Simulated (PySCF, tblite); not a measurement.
**C₆H₃OS radical: geometry, infrared bands and EPR parameters**

Wanted: the infrared bands and EPR parameters of C₆H₃OS radical (`O=C=Cc1c[c]cs1`), by calculation.

Computed with tblite 0.8.0 and PySCF 2.14.0, with density-fitted response routines of our own, on a single molecule in the gas phase. Atoms are numbered from 0 throughout.

## (1) Starting geometry

11 atoms, charge 0, multiplicity 2; geometry from: force field or distance geometry start.

Bonds of the start (Å): O0–C1 1.23, C1–C2 1.32, C2–C3 1.46, C3–C4 1.37, C4–C5 1.34, C5–C6 1.36, C6–S7 1.77, S7–C3 1.77, C2–H8 1.07, C4–H9 1.11, C6–H10 1.08.

## (2) Geometry optimisation with GFN2-xTB

The job: settings as JSON, then the geometry in Å.

```
{"job": {"kind": "relax", "xc": "GFN2-xTB", "basis": "xTB"}, "charge": 0, "multiplicity": 2}
O     -2.860000     2.064400    -0.203100
C     -2.281000     0.998400    -0.009600
C     -1.659200    -0.139200     0.232400
C     -0.206400    -0.117700     0.143300
C      0.572000    -0.928700    -0.636800
C      1.890400    -0.734600    -0.544900
C      2.342800     0.213800     0.310700
S      0.903200     0.915400     1.059200
H     -2.197400    -1.037300     0.464400
H      0.110400    -1.675600    -1.311500
H      3.390700     0.443700     0.469900
```

Started as:

```sh
$ OMP_NUM_THREADS=1 python probes_run.py task.json out
```

This one command runs all jobs of the session in turn.

**Question.** This job is followed by: GFN2-xTB harmonic vibrations, gas phase; UKS B3LYP, pcH-1 on C H O S, non-relativistic, mean-field spin-orbit, GIAO. Predict these results of the whole session: strongest single infrared mode (GFN2-xTB); zero-point energy (GFN2-xTB); g(iso) (B3LYP); ⟨S²⟩; largest a(iso); potential on the surface of density 0.002 e/bohr³, 1st and 99th percentile.

**Answer**, as computed:

| quantity | value |
| --- | --- |
| strongest single infrared mode (GFN2-xTB) | 2260 cm⁻¹, 1465 km/mol |
| zero-point energy (GFN2-xTB) | 41.3 kcal/mol |
| g(iso) (B3LYP) | 2.00119 |
| ⟨S²⟩ | 0.758 (exact 0.75) |
| largest a(iso) | 13C on C5, 411.4 MHz |
| potential on the surface of density 0.002 e/bohr³, 1st and 99th percentile | -0.67 V and 1.62 V |

**Reading.** Over 70 steps the energy fell by 0.638 eV; of the close pairs, O0–C1 changed most, 1.228 to 1.160 Å. No mode is imaginary among the 27: a minimum at this level. The strongest single mode, at 2260 cm⁻¹, moves mainly C1. GFN2-xTB is a fitted tight-binding method: band positions and strengths are rough. Its intensities can rank the bands wrongly. Most of the unpaired spin sits on C5 (0.97 e). The isotropic g lies 1.1 ppt below the free-electron value. These values are for one conformer; the search (at its own cheap level) found 2 more, at 0.10, 0.10 kcal/mol, and measured spectra average over such forms.
